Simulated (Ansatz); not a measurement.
**WO: magnetic order and moments**

One table from this session's results is given with a row withheld; the runs are named, their logs left out.

Program: Ansatz 0.2.0. Level of theory: DFT PBE+U, scalar-relativistic, plane waves, PAW. These are calculated values, not measurements.

1 further run of the same task is left out (it didn't finish). Runs told in other sessions of the task aren't counted.

### The system as given

The structure is cubic, space group F-43m (No. 216). Conventional cell: a = 4.357 Å, b = 4.357 Å, c = 4.357 Å, α = 90.00°, β = 90.00°, γ = 90.00°. W (site symmetry -43m) has 4 O at 1.89 Å in its first shell of neighbours. Around O (site symmetry -43m) lie 4 W at 1.89 Å.

Coordinates:

```
CELL_PARAMETERS angstrom
0.00000 2.17845 2.17845
2.17845 0.00000 2.17845
2.17845 2.17845 0.00000
ATOMIC_POSITIONS crystal
W 0.00000 0.00000 0.00000
O 0.25000 0.25000 0.25000
```

The structure is invented: a known structure type filled with these elements, not a reported compound.

The first run:

(A quick probe on a coarse mesh, which set the mesh and smearing, is not shown.)

Input file input.yaml:

```yaml
crystal:
  lattice:
    - [0.0, 2.1784500668, 2.1784500668]
    - [2.1784500668, 0.0, 2.1784500668]
    - [2.1784500668, 2.1784500668, 0.0]
  atoms:
    - { symbol: W, position: [0.0, 0.0, 0.0], spin: 0.86 }
    - { symbol: O, position: [0.25, 0.25, 0.25], spin: 0.13 }
basis:
  ecutwfc: 420
kpoints:
  mp_grid: { grid: [8, 8, 8] }
hamiltonian:
  xc: pbe
  hubbard: { sites: [{ species: W, l: d, u_eff: 6.2 }] }
scf:
  occupations: { method: gaussian, width: 0.1 }
output:
  forces: true
  stress: true
  eigenvalues: true
  populations: true
magnetization:
  spin_polarized: true
relax:
  adjacent_minimum: "off"
  f_tol: 0.05
  max_steps: 80
  cell: { stress_tol: 0.5 }
```

Command:

```sh
> ansatz run input.yaml --threads 1 --pin off --max-ram 2560MiB --backend cpu --events-out ev --progress --plain --runs-dir out
```

Among the steps run: Coarse relaxation; Relaxing cell and atoms; Start: no spin polarisation; Magnetic start: ferromagnetic; Start: large parallel starting moments; Start: antiferromagnetic, doubled cell, propagation vector (0, 0, 1/2); Magnetic start: antiferromagnetic, doubled cell, propagation vector (0, 1/2, 1/2); Magnetic start: small parallel starting moments.

One table of the session follows, with a row left open; its other results are not shown here.

It belongs to the step «The magnetic starts in order of energy». 

| start | energy above the lowest (meV/atom) | gap on the mesh (eV) | pressure (GPa) |
| --- | --- | --- | --- |
| antiferromagnetic, doubled cell, propagation vector (0, 0, 1/2) | 0.00 | 0.96 | 10.3 |
| antiferromagnetic, doubled cell, propagation vector (0, 1/2, 1/2) | ? | ? | ? |
| ferromagnetic | 98.4 | 1.15 | 0.0 |
| large parallel starting moments | 98.4 | 1.15 | 0.0 |
| small parallel starting moments | 98.4 | 1.15 | 0.0 |
| no spin | 953 | metal | 18.8 |

Estimate the missing values for antiferromagnetic, doubled cell, propagation vector (0, 1/2, 1/2).

**Answer.** energy above the lowest (meV/atom): 24.8; gap on the mesh (eV): 0.07; pressure (GPa): 5.8. In the column «energy above the lowest (meV/atom)» it lies between antiferromagnetic, doubled cell, propagation vector (0, 0, 1/2) (0.00) and ferromagnetic (98.4).

To keep in mind: Only these starts were tried, so a lower state is not ruled out. Other magnetic orders or occupations could lie lower; they were not searched in full. Warnings in the runs' records: filled band counts differ across k points.
